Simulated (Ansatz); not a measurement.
# CH3AlFNO: a ladder of functionals and wavefunction methods

The task here is to estimate one member of a computed series from the others.

Method: functionals in def2-TZVPP, the program's frozen cores in correlated methods; program: Ansatz 0.2.0, Gaussian basis.

The runs, in order: LDA (SPW92), PBE-D4, revPBE-D4, BLYP-D4, r2SCAN-D4, B97M-V, PBE0-D4, B3LYP-D4, r2SCANh-D4, r2SCAN0-D4, HSE06-D4, BHLYP-D4, CAM-B3LYP-D4, LC-ωPBE, ωB97X-V, ωB97M-V, B2PLYP, PBE-QIDH; CCSD(T)/def2-SVP; CCSD(T)/def2-TZVPP; MP2/def2-QZVPP; extrapolation to the limit; RPA on PBE.

**The relaxed structure**

The geometry comes from an earlier relaxation with PBE0-D4 in a triple-zeta def2 set; it is a stationary point, not always the lowest conformer.

SMILES `N=[C](O)[AlH][F]`, 8 atoms, charge 0, spin multiplicity 1.

Atoms are counted from 1 here; the program's logs count them from 0.

Bond lengths: N1–C2 1.270 Å, N1–H6 1.027 Å, C2–O3 1.349 Å, C2–Al4 1.968 Å, O3–H7 0.969 Å, Al4–F5 1.648 Å, Al4–H8 1.567 Å. Angles: C2–N1–H6 114.4°, N1–C2–O3 126.9°, N1–C2–Al4 110.8°, O3–C2–Al4 122.3°, C2–O3–H7 109.8°, C2–Al4–F5 118.9°, C2–Al4–H8 122.4°, F5–Al4–H8 118.7°.

Set-up of the first run:

in.yaml

```yaml
crystal:
  periodic: [false, false, false]
  atoms:
    - {symbol: N, position_ang: [-1.277573, -0.609165, 0.194501]}
    - {symbol: C, position_ang: [-0.280571, 0.176945, 0.204270]}
    - {symbol: O, position_ang: [-0.202913, 1.380077, 0.810214]}
    - {symbol: Al, position_ang: [1.223056, -0.590878, -0.807641]}
    - {symbol: F, position_ang: [2.643537, 0.241659, -0.880125]}
    - {symbol: H, position_ang: [-2.094720, -0.264505, 0.711624]}
    - {symbol: H, position_ang: [-1.040071, 1.577750, 1.256987]}
    - {symbol: H, position_ang: [1.121356, -1.968982, -1.545629]}
basis:
  gaussian: {orbitals: def2-TZVPP}
hamiltonian: {xc: lda}
output: {orbitals: {seedname: orbitals}}
```

Launch:

```sh
$ ansatz run in.yaml --threads 2 --pin off --events-out ev --progress --plain --max-ram 4352MiB
```

Among the steps run: LDA; PBE-D4 (GGA); revPBE-D4 (GGA); BLYP-D4 (GGA); r2SCAN-D4 (meta-GGA); B97M-V (meta-GGA); PBE0-D4 (hybrid); B3LYP-D4 (hybrid); r2SCANh-D4 (hybrid); r2SCAN0-D4 (hybrid); HSE06-D4 (hybrid); BHLYP-D4 (hybrid); CAM-B3LYP-D4 (range-separated); LC-ωPBE (range-separated); ωB97X-V (range-separated); ωB97M-V (range-separated); B2PLYP (double hybrid); PBE-QIDH (double hybrid).

One table of the session follows, with a row left open; its other results are not shown here.

| functional | HOMO (eV) | LUMO (eV) | gap (eV) |
| --- | --- | --- | --- |
| LDA (SPW92) | -6.76 | -2.62 | 4.14 |
| PBE-D4 | -6.62 | -2.35 | 4.26 |
| revPBE-D4 | ? | ? | ? |
| BLYP-D4 | -6.52 | -2.26 | 4.26 |
| r2SCAN-D4 | -6.92 | -2.13 | 4.79 |
| B97M-V | -7.11 | -2.24 | 4.87 |
| PBE0-D4 | -8.08 | -1.52 | 6.57 |
| B3LYP-D4 | -7.86 | -1.76 | 6.10 |
| r2SCANh-D4 | -7.47 | -1.82 | 5.65 |
| r2SCAN0-D4 | -8.30 | -1.38 | 6.92 |
| HSE06-D4 | -7.68 | -1.89 | 5.79 |
| BHLYP-D4 | -9.50 | -0.71 | 8.79 |
| CAM-B3LYP-D4 | -9.51 | -0.55 | 8.96 |
| LC-ωPBE | -10.82 | 0.63 | 11.45 |
| ωB97X-V | -10.51 | 0.50 | 11.01 |
| ωB97M-V | -10.41 | 0.25 | 10.66 |

**Question.** Estimate the row for revPBE-D4.

**Answer.** HOMO (eV): -6.55; LUMO (eV): -2.24; gap (eV): 4.31. In the column «HOMO (eV)» it lies between PBE-D4 (-6.62) and BLYP-D4 (-6.52).
